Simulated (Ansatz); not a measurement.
# CH10GeOSi2: the cost of one run

Program: Ansatz 0.2.0. Level of theory: RHF/def2-SVP. These are calculated values, not measurements.

1 further run of the same task is left out (it didn't finish).

## Step 1: The starting structure

Bond lengths: O1–Si2 1.708 Å, Si2–Si3 2.205 Å, Si3–C4 1.928 Å, C4–Ge5 1.928 Å, O1–H6 0.927 Å, Si2–H7 1.472 Å, Si2–H8 1.446 Å, Si3–H9 1.446 Å, Si3–H10 1.480 Å, C4–H11 1.179 Å, C4–H12 1.064 Å, Ge5–H13 1.609 Å, Ge5–H14 1.572 Å, Ge5–H15 1.529 Å. Angles (14 of 25 angles, heavy atoms first): O1–Si2–Si3 107.6°, Si2–Si3–C4 112.6°, Si3–C4–Ge5 108.4°, O1–Si2–H7 111.6°, O1–Si2–H8 111.5°, Si3–Si2–H7 108.3°, Si3–Si2–H8 108.1°, Si2–O1–H6 107.6°, Si2–Si3–H9 112.0°, Si2–Si3–H10 110.1°, C4–Si3–H9 105.3°, C4–Si3–H10 106.5°, Si3–C4–H11 104.9°, Si3–C4–H12 111.9°.

Structure file:

```xyz
15

O    -2.5513   -0.7169    0.6968
Si   -1.7713   -0.4905   -0.8053
Si    0.3361   -1.0902   -0.5582
C     1.2220   -0.1207    0.8528
Ge    1.2964    1.7408    0.3570
H    -2.5527   -1.6260    0.8782
H    -1.8031    0.9207   -1.2243
H    -2.3564   -1.3175   -1.8365
H     1.1153   -0.8295   -1.7475
H     0.4195   -2.5243   -0.2005
H     0.5148   -0.2338    1.7895
H     2.1807   -0.5277    1.0722
H    -0.1697    2.3759    0.1663
H     1.9980    2.5230    1.5266
H     2.0997    1.8661   -0.9381
```

## Step 2: Relaxing end A

Input file input.yaml:

```yaml
crystal:
  periodic: [false, false, false]
  atoms:
    - { symbol: O, position_ang: [-2.5513, -0.7169, 0.6968] }
    - { symbol: Si, position_ang: [-1.7713, -0.4905, -0.8053] }
    - { symbol: Si, position_ang: [0.3361, -1.0902, -0.5582] }
    - { symbol: C, position_ang: [1.222, -0.1207, 0.8528] }
    - { symbol: Ge, position_ang: [1.2964, 1.7408, 0.357] }
    - { symbol: H, position_ang: [-2.5527, -1.626, 0.8782] }
    - { symbol: H, position_ang: [-1.8031, 0.9207, -1.2243] }
    - { symbol: H, position_ang: [-2.3564, -1.3175, -1.8365] }
    - { symbol: H, position_ang: [1.1153, -0.8295, -1.7475] }
    - { symbol: H, position_ang: [0.4195, -2.5243, -0.2005] }
    - { symbol: H, position_ang: [0.5148, -0.2338, 1.7895] }
    - { symbol: H, position_ang: [2.1807, -0.5277, 1.0722] }
    - { symbol: H, position_ang: [-0.1697, 2.3759, 0.1663] }
    - { symbol: H, position_ang: [1.998, 2.523, 1.5266] }
    - { symbol: H, position_ang: [2.0997, 1.8661, -0.9381] }
basis:
  gaussian: { orbitals: def2-SVP }
hamiltonian:
  xc: hf
relax:
  f_tol: 0.015
  max_steps: 40
```

The run is started by

```console
ansatz run input.yaml --threads 2 --pin off --max-ram 3072MiB --backend cpu --events-out ev --progress --plain --runs-dir out
```

**Question.** How long does this run take on 2 threads of Intel Xeon 6975P-C (Granite Rapids), shared host, and how much memory does it need?

About 34 s, with a peak of 0.46 GiB.
